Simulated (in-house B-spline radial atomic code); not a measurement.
# Tl³⁹⁺: Hartree-Fock with and without relativity

Aim: what relativity does to the energy, levels and radii of Tl³⁹⁺.

Method: Hartree-Fock averaged over the configuration, non-relativistic (point nucleus) and Dirac-Coulomb (finite nucleus); spherical all-electron atom at the radial basis limit. Code: in-house B-spline radial atomic code version 1.

**1. The atom as given**

* element: thallium (Z = 81)
* charge: +39
* electrons: 42
* configuration: [Kr] 4d6
* nucleus: point (non-relativistic run); Fermi, rms radius 5.476 fm (Dirac runs)

The outer shells:

[Kr] 4d6
```
[Kr] core
4d [↑↓][↑ ][↑ ][↑ ][↑ ]
```

The boxes draw the filling by Hund's rule, which heavy ions in jj coupling don't follow; these runs average over all states of the configuration.

**2. Non-relativistic run**

The run's settings:

```ini
Z = 81
electrons = 42.0
configuration = [Kr] 4d6
hamiltonian = nr
method = hf
spin_polarised = False
```

**3. Dirac-Coulomb run**

The run's settings:

```ini
Z = 81
electrons = 42.0
configuration = [Kr] 4d6
hamiltonian = dirac
method = hf
spin_polarised = False
nucleus = fermi
rms_radius = 5.4759
mass_number = 205
atomic_mass = 204.974427318
speed_of_light = 137.035999084
```

**4. Dirac-Coulomb run in the lowest jj configuration, 1s2 2s2 2p6 3s2 3p6 3d10 4s2 4p6 4d-4 4d+2**

In configurations, a minus sign after the shell means j = l − 1/2 and a plus sign j = l + 1/2; the count of electrons follows.

Changes to the settings of step 3:

```diff
@@ -2,3 +2,3 @@
 electrons = 42.0
-configuration = [Kr] 4d6
+configuration = 1s2 2s2 2p6 3s2 3p6 3d10 4s2 4p6 4d-4 4d+2
 hamiltonian = dirac
```

Q: How much does each shell's level and mean radius change with the Dirac Hamiltonian, and the total energy?

As calculated:

Levels and radii; the Dirac values are averaged over j with the occupations as weights.

| shell | ε non-rel. (eV) | ε Dirac (eV) | <r> non-rel. (bohr) | <r> Dirac (bohr) | change of <r> (%) |
| --- | --- | --- | --- | --- | --- |
| 1s | -79296.9 | -87811.2 | 0.01869 | 0.01632 | -12.67 |
| 2s | -14893.2 | -17193.4 | 0.07856 | 0.06803 | -13.41 |
| 2p | -14380.5 | -15163.7 | 0.06644 | 0.06179 | -7.00 |
| 3s | -4849.46 | -5445.26 | 0.1953 | 0.1752 | -10.26 |
| 3p | -4609.61 | -4840.01 | 0.1858 | 0.1759 | -5.34 |
| 3d | -4170.79 | -4155.59 | 0.1622 | 0.1603 | -1.17 |
| 4s | -2176.20 | -2369.04 | 0.3932 | 0.3622 | -7.88 |
| 4p | -2063.61 | -2141.71 | 0.3907 | 0.3751 | -3.97 |
| 4d | -1873.02 | -1875.58 | 0.3800 | 0.3771 | -0.76 |

Relativity and the finite nucleus together change the total energy by -1314.38 hartree (-7.3 %). The first-order mass-velocity and Darwin terms of the non-relativistic run add up to -1077.75 hartree, 82 % of it. 2s shrinks most on the average over j, by -13.41 %. Spin-orbit coupling splits the 4d level by 29.596 eV and the 2p level by 2068.48 eV. The lowest jj configuration lies 47.909 eV below the average over the whole configuration. Breit terms add 22.8 hartree and QED terms 16.0 hartree.
